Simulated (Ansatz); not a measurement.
## AlFe (distorted cell): a check of forces and pressure against finite differences, step by step

Computed with the Ansatz DFT code, driven from Python.

Run as a notebook:

```python
import ansatz as az
import numpy as np
```

```python
XC = "lda"
SMEARING = "fermi_dirac"
ECUT = 540
KMESH = (7, 7, 7)
TOLERANCE = 1e-09
```

```python
vectors0 = np.array([
    [2.91, 0.0, 0.0],
    [0.0, 2.91, 0.0],
    [0.0, 0.0, 2.91],
])
sites = [
    ("Al", (0.00082, 0.00642, 0.00817), 0.0),
    ("Fe", (0.49971, 0.49382, 0.4953), 2.4),
]


def make_crystal(cell):
    crystal = az.Crystal(lattice=az.Lattice.of(cell))
    for symbol, position, moment in sites:
        crystal = crystal.atom(symbol, position, moment=moment or None)
    return crystal
```

```python
def solve(crystal):
    return (
        crystal.calculation()
        .functional(XC)
        .occupations(SMEARING)
        .spin(az.SpinTreatment.COLLINEAR)
        .mixing("anderson")
        .basis(ECUT, xc_grid=2)
        .kpoints(*KMESH)
        .scf(tolerance=TOLERANCE)
        .forces()
        .stress()
        .run(threads=1)
    ).report
```

```python
centre = solve(make_crystal(vectors0))
start = make_crystal(vectors0)
# central difference: F = -(E(+h) - E(-h)) / 2h
print(f"force on atom 1 along y: analytic {centre['forces_ev_ang'][1][1]:.4f} eV/A")
for h in (0.004, 0.016):
    shift = np.eye(3)[1] * h @ np.linalg.inv(vectors0)
    plus, minus = (solve(start.move(1, to=np.array(sites[1][1]) + sign * shift))["lagrangian_ev"] for sign in (1, -1))
    print(f"  step {h} A: numerical {-(plus - minus) / (2 * h):.4f} eV/A")
# P = -dF/dV; the difference feels the change of the plane-wave count with the cell
volume = abs(np.linalg.det(vectors0))
larger, smaller = (solve(make_crystal(vectors0 * (1 + sign * 0.005) ** (1 / 3)))["lagrangian_ev"] for sign in (1, -1))
numerical = -(larger - smaller) / (0.01 * volume) * 160.21766
print(f"pressure: analytic {np.trace(centre['stress_gpa']) / 3:.3f}, numerical {numerical:.3f} GPa")
```

    DeckWarning: output.stress: scf.convergence.dr2_threshold = 1e-9 eV is looser than the 2e-10 eV advised for a printed stress (1e-10 eV for each atom of the cell: 2). What an SCF threshold leaves in a [...]
    force on atom 1 along y: analytic 0.2293 eV/A
      step 0.004 A: numerical 0.2293 eV/A
      step 0.016 A: numerical 0.2293 eV/A
    pressure: analytic -15.851, numerical -15.847 GPa

The settings weren't tested for convergence. The magnetic order follows from the starting moments and needn't be the lowest. For a metal this k-point mesh is coarse: on a finer one energies can move by several to tens of meV an atom and pressures by half a GPa or more, differences at one mesh by less. Pressure is positive in compression. The cell is a database structure, distorted on purpose. Warnings are shown shortened and without file and line. The central difference errs as the square of the step, so the shorter step is the fairer test; what remains comes from the finite grid and the SCF threshold. Wall time of the script: 4.2 min on 1 thread of Arm Neoverse V1, with other jobs on the host, peak memory 0.55 GiB.
